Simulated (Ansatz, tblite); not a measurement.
# [InMeH3]- (CH6In−): charged states by level of theory

The task here is to estimate one member of a computed series from the others.

Method: as each input shows; program: Ansatz 0.2.0, Gaussian basis.

The runs, in order: charge 0 doublet, at the geometry of the singlet (PBE0-D4/def2-TZVPD, PBE-D4/def2-TZVPD, r2SCAN-D4/def2-TZVPD, CCSD(T)/def2-TZVPPD); charge 0 doublet, relaxed (PBE0-D4/def2-TZVPD, PBE-D4/def2-TZVPD); the starting singlet's energies come from earlier runs.

1 further run of the same task is left out (set aside as unsound or not needed).

## The relaxed structure

The geometry is that of the singlet, from an earlier relaxation (PBE-D4/def2-TZVPD).

8 atoms, charge -1, spin multiplicity 1.

Atoms are counted from 1 here; the program's logs count them from 0.

Bond lengths: In1–C2 2.246 Å, In1–H6 1.800 Å, In1–H7 1.800 Å, In1–H8 1.800 Å, C2–H3 1.103 Å, C2–H4 1.103 Å, C2–H5 1.103 Å. Angles: C2–In1–H6 109.0°, C2–In1–H7 109.0°, C2–In1–H8 109.0°, H6–In1–H7 109.9°, H6–In1–H8 109.9°, H7–In1–H8 109.9°, In1–C2–H3 110.8°, In1–C2–H4 110.8°, In1–C2–H5 110.8°, H3–C2–H4 108.1°, H3–C2–H5 108.1°, H4–C2–H5 108.1°.

In takes a core potential in the def2 sets. No spin-orbit coupling is included. The ion is computed in the gas phase, without counter-ions or solvent.

The first run:

in.yaml

```yaml
crystal:
  periodic: [false, false, false]
  atoms:
    - {symbol: In, position_ang: [-0.001512, 0.003587, -1.050056]}
    - {symbol: C, position_ang: [0.001714, -0.004090, 1.196319]}
    - {symbol: H, position_ang: [-1.027334, 0.042121, 1.589701]}
    - {symbol: H, position_ang: [0.558258, 0.862485, 1.590173]}
    - {symbol: H, position_ang: [0.475906, -0.920837, 1.584326]}
    - {symbol: H, position_ang: [1.699059, -0.021142, -1.639285]}
    - {symbol: H, position_ang: [-0.829867, 1.492377, -1.630658]}
    - {symbol: H, position_ang: [-0.876214, -1.454490, -1.640520]}
basis:
  gaussian: {orbitals: def2-SVP}
magnetization: {spin_polarized: true, initial_magnetization: 1}
hamiltonian: {xc: pbe0, dispersion: d4}
output: {orbitals: {seedname: orbitals}}
```

On the command line:

```console
ansatz run in.yaml --threads 2 --pin off --events-out ev --progress --plain --max-ram 4352MiB
```

Steps of the session up to this table: Charge 0 doublet at the fixed geometry, first pass, PBE0-D4/def2-SVP; Charge 0 doublet at the fixed geometry, PBE0-D4/def2-TZVPD; Charge 0 doublet at the fixed geometry, PBE-D4/def2-TZVPD; Charge 0 doublet at the fixed geometry, r2SCAN-D4/def2-TZVPD; Charge 0 doublet at the fixed geometry, CCSD(T)/def2-TZVPPD.

One of the session's tables, all rows but one given; the rest of the session is left out.

```
              method  vertical ionisation energy (eV)
      HF/def2-TZVPPD                                ?
   PBE-D4/def2-TZVPD                             3.79
r2SCAN-D4/def2-TZVPD                             3.82
  PBE0-D4/def2-TZVPD                             3.96
     MP2/def2-TZVPPD                             4.23
    CCSD/def2-TZVPPD                             4.03
 CCSD(T)/def2-TZVPPD                             4.09
```

**Question.** Estimate the row for HF/def2-TZVPPD.

As computed: vertical ionisation energy (eV): 3.02. In the column «vertical ionisation energy (eV)» it is the lowest.

To keep in mind: CCSD(T)/def2-TZVPPD isn't at the basis-set limit; small misses against it rank nothing.
